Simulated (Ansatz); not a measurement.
# KMnF3, space group Pm-3m: a scan of the Hubbard U

Program: Ansatz 0.2.0, Python API.

Interactive session:
```pycon
>>> import ansatz as az
>>> import numpy as np
>>> import pandas as pd
>>> def count_gap(report):
...     # lowest empty less highest filled band, counting bands; zero where they overlap
...     return max(report.get("gap_by_band_count_ev") or 0.0, 0.0)
...
>>> kmnf3 = (
...     az.Lattice.from_parameters(4.1893, 4.1893, 4.1893, alpha=90.0, beta=90.0, gamma=90.0)
...     .atom("K", [0.5, 0.5, 0.5])
...     .atom("Mn", [0.0, 0.0, 0.0])
...     .atom("F", [0.5, 0.0, 0.0])
...     .atom("F", [0.0, 0.5, 0.0])
...     .atom("F", [0.0, 0.0, 0.5])
...     .moments(Mn=2.8)
... )
>>> job = (
...     kmnf3.calculation()
...     .kpoints(6)
...     .occupations("fermi_dirac", width=0.1)
...     .spin(az.SpinTreatment.COLLINEAR)
...     .basis(500)
...     .functional("r2SCAN")
...     .band_table()
... )
>>> rows = []
>>> for u in [0.0, 2.0, 4.0, 6.0]:
...     rep = job.hubbard("Mn", "d", u_eff=u).run(threads=1, pin="off").report
...     shell = rep["hubbard"]["n_scf"]
...     rows.append((u, count_gap(rep), sum(shell) / len(shell), max(abs(m) for m in rep["site_moments_mub"]), rep["n_iterations"]))
...
>>> print(pd.DataFrame(rows, columns=["U_eff eV", "gap by band count eV", "Mn d occupation (projector)", "largest moment muB", "iterations"]).round(4).to_string(index=False))
 U_eff eV  gap by band count eV  Mn d occupation (projector)  largest moment muB  iterations
      0.0                2.0233                       5.2294              4.2282          17
      2.0                2.7554                       5.2013              4.2508          17
      4.0                3.3889                       5.1770              4.2690          16
      6.0                3.9215                       5.1560              4.2836          16
```

From U = 0 to 6 eV the largest site moment goes from 4.23 to 4.28 μB.

The magnetic order follows from the starting moments and needn't be the lowest. Semilocal gaps usually lie well under measured ones. With one magnetic atom the cell can hold only ferromagnetic order. An opening on this mesh may only mean that it misses a point where bands touch. The starting cell is as deposited in a crystallographic database; the results hold for this polymorph, which needn't be the stable one. Gaps and levels are Kohn-Sham values on a finite set of k-points. Shell occupations and the effect of U depend on the projectors; a run with no .spin step is spin-unpolarised, and each U may end in a state that isn't the lowest. Run time: 97 s on 1 thread of Arm Neoverse V1, on a shared host, peak memory 0.67 GiB.
